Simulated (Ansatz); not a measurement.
# InH2F (SMILES [H][In]([H])[F]) at 6 levels

We compute a comparison of 6 runs (UHF/STO-3G, PBE/STO-3G, UB3LYP/STO-3G, MP2/STO-3G, UMP2/STO-3G, CCSD/STO-3G) of InH2F. 

The results are computed with Ansatz 0.2.0.

58 further runs of the same task are left out: 2 that didn't finish, 56 set aside as unsound or not needed.

## (1) Starting point

The species is InH2F (4 atoms), meant as a singlet with charge 0. SMILES: `[H][In]([H])[F]`. The H3–In1 distance was set to 2.537 Å, away from the relaxed value. At this shape a bond of the SMILES string is far longer than usual.

Bond lengths: In1–F4 1.946 Å, In1–H2 1.693 Å. Angles: H2–In1–F4 114.4°.

## (2) A single-point energy at UHF/STO-3G (run 1)

Contents of job.yaml:

```yaml
basis:
  gaussian:
    orbitals: STO-3G
crystal:
  periodic: [false, false, false]
  atoms:
    - symbol: In
      position_ang: [0.549491, -0.578676, 0.009145]
    - symbol: H
      position_ang: [2.231511, -0.769776, 0.022915]
    - symbol: H
      position_ang: [-0.891440, 1.509340, -0.018860]
    - symbol: F
      position_ang: [-0.448629, -2.248916, 0.014795]
magnetization:
  spin_polarized: true
hamiltonian:
  xc: hf
accuracy: high
```

Started as:

```console
$ ansatz run job.yaml --threads 1 --pin off --max-ram 2610MiB --events-out events.jsonl --progress --plain --runs-dir runs
```

The program printed:

```text
Warning: RAYON_NUM_THREADS=1 ignored (pool sized by the plan → 1); use --threads N
Functional definition: HF
  name "HF"
  exchange = exact_x
  correlation = 0
618 factors; integrals over basis functions are off by at most 4.9e-9 eV
mean field evaluation 1: about -157331.6106 eV, gradient 1.4e1 eV
mean field evaluation 2: about -157331.6276 eV, gradient 1.4e1 eV
mean field evaluation 4: about -157334.2686 eV, gradient 1.2e0 eV
mean field evaluation 8: about -157334.2921 eV, gradient 5.1e-2 eV
mean field evaluation 16: about -157334.5060 eV, gradient 1.2e0 eV
mean field evaluation 32: about -157334.7063 eV, gradient 2.3e-1 eV
mean field -157334.74221099 eV, -5781.9451309352 hartree, gradient 3.1e-8 eV, S^2 0.545406; 3 other end points of the search recorded, 0 dependent functions left out
reference -157334.74221099 eV, -5781.9451309352 hartree; 30, 30 occupied and 4, 4 virtual orbitals, 618 factors
Total energy: -157334.74221099 eV, -5781.9451309352 hartree
```

It took 0.94 s on 1 thread of Arm Neoverse V2, shared host; peak memory 0.1 GiB.

## (3) A single-point energy at PBE/STO-3G (run 2)

Contents of run.yaml:

```yaml
crystal:
  periodic: [false, false, false]
  atoms:
    - {symbol: In, position_ang: [0.549491, -0.578676, 0.009145]}
    - {symbol: H, position_ang: [2.231511, -0.769776, 0.022915]}
    - {symbol: H, position_ang: [-0.891440, 1.509340, -0.018860]}
    - {symbol: F, position_ang: [-0.448629, -2.248916, 0.014795]}
basis:
  gaussian:
    orbitals: STO-3G
hamiltonian:
  xc: {name: PBE}
accuracy: high
```

Started as:

```console
$ ansatz run run.yaml --threads 1 --pin off --max-ram 2610MiB --events-out events.jsonl --progress --plain --runs-dir runs
```

The program printed:

```text
Warning: RAYON_NUM_THREADS=1 ignored (pool sized by the plan → 1); use --threads N
Functional definition: PBE
  name "PBE"
  parameter kappa = 0.804
  parameter beta = 0.06672455060314922
  exchange = pbe_x(kappa = kappa, mu = beta*pi^2/3)
  correlation = pbe_c(beta = beta)
618 factors; integrals over basis functions are off by at most 4.9e-9 eV
mean field evaluation 1: about -157373.3303 eV, gradient 4.0e1 eV
mean field evaluation 2: about -157333.7483 eV, gradient 1.1e2 eV
mean field evaluation 4: about -157376.4659 eV, gradient 3.0e1 eV
mean field evaluation 8: about -157380.9924 eV, gradient 1.7e-1 eV
mean field evaluation 16: about -157380.9052 eV, gradient 6.5e-6 eV
mean field -157380.90519790 eV, -5783.6415894137 hartree, gradient 7.4e-8 eV, S^2 0.000000; 0 other end points of the search recorded, 0 dependent functions left out
reference -157380.90519966 eV, -5783.6415894787 hartree; 30, 30 occupied and 4, 4 virtual orbitals, 618 factors
Total energy: -157380.90519966 eV, -5783.6415894787 hartree
```

It took 1.4 s on 1 thread of Arm Neoverse V2, shared host; peak memory 0.099 GiB.

Runs 3 to 5 aren't shown in full; the table further down has their settings and results.

## (4) A single-point energy at CCSD/STO-3G (run 6)

Contents of molecule.yaml:

```yaml
basis:
  gaussian: {orbitals: STO-3G}
crystal:
  periodic: [false, false, false]
  atoms:
    - {symbol: In, position_ang: [0.549491, -0.578676, 0.009145]}
    - {symbol: H, position_ang: [2.231511, -0.769776, 0.022915]}
    - {symbol: H, position_ang: [-0.891440, 1.509340, -0.018860]}
    - {symbol: F, position_ang: [-0.448629, -2.248916, 0.014795]}
correlation: {method: ccsd, frozen_orbitals: {F: 1, H: 0, In: 18}}
accuracy: high
scf: {omitted_lower_state_checks: [cluster_reference, increment]}
```

Started as:

```console
$ ansatz run molecule.yaml --threads 1 --pin off --max-ram 2610MiB --events-out events.jsonl --progress --plain --runs-dir runs
```

The program printed, cut to the lines that bear on the results:

```text
Warning: RAYON_NUM_THREADS=1 ignored (pool sized by the plan → 1); use --threads N
[... 2 set-up lines as earlier in the session ...]
[...]
618 factors; integrals over basis functions are off by at most 4.9e-9 eV
[...]
mean field -157334.29213067 eV, -5781.9285907887 hartree, gradient 1.6e-8 eV, S^2 0.000000; 0 other end points of the search recorded, 0 dependent functions left out; unrestricted orbitals would lower it
19 core orbitals not correlated: weight in the atoms' cores, before any rotation towards them, 1.000 or more for the frozen orbitals, at most 0.000 for the correlated occupied ones
reference -157334.29213067 eV, -5781.9285907887 hartree; 11, 11 occupied and 4, 4 virtual orbitals, 618 factors
second order -1.85619222 eV of doubles, -0.00000000 eV of singles
cycle   1  -2.27850101 eV  change   -4.2e-1 eV  update   1.3e-1
[...]
cycle  24  -2.78423331 eV  change  -1.5e-10 eV  update   1.7e-9
Total energy: -157337.07636399 eV, -5782.0309094758 hartree
Checks for a lower state left out: cluster_reference, increment
```

It took 0.48 s on 1 thread of Arm Neoverse V2, shared host.

## (5) Overview of the runs

```
run          level  frozen core orbitals   energy (Eh)  wall time
  1     UHF/STO-3G                     –  -5781.945131     0.94 s
  2     PBE/STO-3G                     –  -5783.641589      1.4 s
  3  UB3LYP/STO-3G                     –  -5784.323324      2.6 s
  4     MP2/STO-3G                    19  -5781.996805     0.44 s
  5    UMP2/STO-3G                    19  -5781.991089     0.96 s
  6    CCSD/STO-3G                    19  -5782.030909     0.48 s
```

## (6) Summary of results

| quantity | value |
| --- | --- |
| run 6: total energy | -5782.03091 Eh |
| run 6: correlation energy (19 core orbitals frozen) | -102.3 mEh |
| run 6: T1 diagnostic | 0.020 |

In words: Below the UHF energy at the same shape and in the same basis (STO-3G): MP2 -51.7 mEh; UMP2 -46.0 mEh; CCSD -85.8 mEh. Some of these start from another determinant than that one, so these aren't their correlation energies. Totals of different functionals can't be ranked against each other. In runs 4, 6 the log says that unrestricted orbitals would lower the reference, so the values rest on an unstable closed-shell determinant (other closed-shell runs at this shape may share the fault). In runs 1, 2, 3, 4, 5, 6 the basis is minimal, so the values are rough. In runs 1, 2, 3, 4, 5, 6 relativity is left out where basis or elements ask for it. Spin contamination of the reference: run 1 ⟨S²⟩ = 0.55, run 5 ⟨S²⟩ = 0.55. All runs together took 6.8 s, the longest 2.6 s.
